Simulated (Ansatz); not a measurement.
# CH7AlO2Si: the cost of one run

Method: the settings change from run to run; program: Ansatz 0.2.0, Gaussian basis.

### 1 The molecule

The structure was relaxed beforehand with PBE0-D4 in a triple-zeta def2 set.

SMILES `C[SiH](O)[AlH][OH]`, 12 atoms, charge 0, spin multiplicity 1.

Atoms are counted from 1 here; the program's logs count them from 0.

Bond lengths: C1–Si2 1.874 Å, C1–H6 1.093 Å, C1–H7 1.093 Å, C1–H8 1.094 Å, Si2–O3 1.665 Å, Si2–Al4 2.469 Å, Si2–H9 1.491 Å, O3–H10 0.957 Å, Al4–O5 1.702 Å, Al4–H11 1.597 Å, O5–H12 0.956 Å. Angles: Si2–C1–H6 112.0°, Si2–C1–H7 110.5°, Si2–C1–H8 109.9°, H6–C1–H7 108.2°, H6–C1–H8 107.8°, H7–C1–H8 108.3°, C1–Si2–O3 111.5°, C1–Si2–Al4 111.9°, C1–Si2–H9 107.7°, O3–Si2–Al4 111.7°, O3–Si2–H9 103.8°, Al4–Si2–H9 109.8°, Si2–O3–H10 117.5°, Si2–Al4–O5 115.5°, Si2–Al4–H11 126.4°, O5–Al4–H11 118.1°, Al4–O5–H12 123.4°.

### 2 BHLYP/pcseg-2

The input, in.yaml:

```yaml
crystal:
  periodic: [false, false, false]
  atoms:
    - {symbol: C, position_ang: [-1.302839, 0.820857, 1.017018]}
    - {symbol: Si, position_ang: [0.397903, 0.787057, 0.229588]}
    - {symbol: O, position_ang: [1.599305, 0.998480, 1.363472]}
    - {symbol: Al, position_ang: [0.754610, -1.256962, -1.107931]}
    - {symbol: O, position_ang: [-0.362560, -1.513076, -2.366271]}
    - {symbol: H, position_ang: [-1.454909, -0.019269, 1.699216]}
    - {symbol: H, position_ang: [-1.446507, 1.747574, 1.578838]}
    - {symbol: H, position_ang: [-2.072531, 0.766102, 0.241448]}
    - {symbol: H, position_ang: [0.515994, 1.990071, -0.643861]}
    - {symbol: H, position_ang: [1.870363, 0.231763, 1.868121]}
    - {symbol: H, position_ang: [1.903193, -2.344518, -0.887639]}
    - {symbol: H, position_ang: [-0.325121, -2.263279, -2.957998]}
basis:
  gaussian: {orbitals: pcseg-2}
hamiltonian: {xc: {name: BHLYP}}
output: {forces: true}
```

Command:

```sh
$ ansatz run in.yaml --threads 4 --pin off --events-out ev --progress --plain --max-ram 10444MiB
```

What time and memory should one allow on 4 threads of Arm Neoverse V1, shared host?

About 5.5 s, with a peak of 0.72 GiB.
